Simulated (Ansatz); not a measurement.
**TlAgTe2: stress in a strained cell**

TlAgTe2 is deformed so: zz strain of -2 %. What stress and forces result, by LAPW, PAW and all-electron datasets made for the crystal?

Computed with Ansatz 0.2.0 (DFT LDA, scalar-relativistic, unless a step's input says otherwise).

**1. The starting structure**

Symmetry: I-4m2, No. 119, tetragonal system. Conventional cell: a = 3.920 Å, b = 3.920 Å, c = 15.220 Å, α = 90.00°, β = 90.00°, γ = 90.00°. Tl (site symmetry -4m2) has 8 Te at 3.41 Å and 4 Tl at 3.92 Å in its first shell of neighbours. Ag (site symmetry -4m2) has 4 Te at 2.67 Å in its first shell of neighbours. Te (site symmetry 2mm) has 2 Ag at 2.67 Å and 4 Tl at 3.41 Å in its first shell of neighbours.

As a file:

```cif
data_structure
_symmetry_space_group_name_H-M 'P 1'
_symmetry_Int_Tables_number 1
_cell_length_a 8.0991
_cell_length_b 8.0991
_cell_length_c 8.0991
_cell_angle_alpha 151.990
_cell_angle_beta 151.990
_cell_angle_gamma 40.027
_cell_volume 116.94
loop_
_atom_site_label
_atom_site_type_symbol
_atom_site_fract_x
_atom_site_fract_y
_atom_site_fract_z
_atom_site_occupancy
Tl1 Tl 0.00000 0.00000 0.00000 1
Ag1 Ag 0.75000 0.25000 0.50000 1
Te1 Te 0.36900 0.36900 0.00000 1
Te2 Te 0.63100 0.63100 0.00000 1
```

Atoms are numbered in the order of the input: Tl1, Ag2, Te3, Te4.

**2. The deformed structure**

Space group I-4m2 before, I-4m2 after.

**3. LAPW, all electrons**

input.yaml

```yaml
crystal:
  lattice:
    - [-1.96, 1.96, 7.4578]
    - [1.96, -1.96, 7.4578]
    - [1.96, 1.96, -7.4578]
  atoms:
    - { symbol: Tl, position: [0.0, 0.0, 0.0] }
    - { symbol: Ag, position: [0.75, 0.25, 0.5] }
    - { symbol: Te, position: [0.369, 0.369, 0.0] }
    - { symbol: Te, position: [0.631, 0.631, 0.0] }
kpoints:
  mp_grid: { grid: [13, 13, 13] }
  band_path:
    path:
      - [0.0, 0.0, 0.0]
      - [0.0, 0.0, 0.5]
      - [0.25, 0.25, 0.25]
      - [0.0, 0.5, 0.0]
      - [0.0, 0.0, 0.0]
      - [0.5, 0.5, -0.5]
      - [0.2672675486, 0.7327324514, -0.2672675486]
      - [-0.2672675486, 0.2672675486, 0.2672675486]
      - [0.0, 0.0, 0.0]
    npoints: 5
scf:
  occupations: { method: fermi_dirac, width: 0.05 }
hamiltonian:
  xc: lda
  pseudopotentials: { kind: all_electron, lapw: { basis_error: 0.0005 } }
output:
  forces: true
  stress: true
  eigenvalues: true
```

Started as:

```console
ansatz run input.yaml --threads 1 --pin off --max-ram 4096MiB --backend cpu --events-out ev --progress --plain --runs-dir out
```

**4. PAW on the default files**

input.yaml

```yaml
crystal:
  lattice:
    - [-1.96, 1.96, 7.4578]
    - [1.96, -1.96, 7.4578]
    - [1.96, 1.96, -7.4578]
  atoms:
    - { symbol: Tl, position: [0.0, 0.0, 0.0] }
    - { symbol: Ag, position: [0.75, 0.25, 0.5] }
    - { symbol: Te, position: [0.369, 0.369, 0.0] }
    - { symbol: Te, position: [0.631, 0.631, 0.0] }
kpoints:
  mp_grid: { grid: [13, 13, 13] }
scf:
  occupations: { method: fermi_dirac, width: 0.05 }
hamiltonian:
  xc: lda
  pseudopotentials: { kind: paw }
output:
  forces: true
  stress: true
  eigenvalues: true
  efg: { contact_densities: true }
  write_density: true
  write_potential: true
  elf: true
  volumetric_format: npy
```

**5. Datasets made for this crystal**

Changes to input.yaml since step 4:

```diff
@@ -16,3 +16,3 @@
   xc: lda
-  pseudopotentials: { kind: paw }
+  pseudopotentials: { kind: all_electron, datasets: crystal }
 output:
@@ -22,5 +22 @@
   efg: { contact_densities: true }
-  write_density: true
-  write_potential: true
-  elf: true
-  volumetric_format: npy
```

(Steps that only read results are left out.)

Q: Predict the outcome of this session. Wanted: pressure; largest shear or deviatoric stress.

As calculated:

| quantity | value |
| --- | --- |
| pressure | LAPW -0.23, PAW -0.24, crystal datasets -0.23 GPa |
| largest shear or deviatoric stress (LAPW) | 1.80 GPa |

In words: The largest part of the stress beyond the pressure is 1.80 GPa in size, in the zz component; the atoms are carried along and not relaxed. No run of the undeformed cell stands beside it, so pressure and stress hold what the given cell had before the change, as far as its symmetry allows. PAW: stress within 0.03 GPa of LAPW, forces within 2 meV/Å. Crystal datasets: stress within 0.01 GPa of LAPW, forces within 1 meV/Å. Spin-orbit coupling is left out, though the cell holds Tl; in elements this heavy it can shift bands and gaps by tenths of an eV.
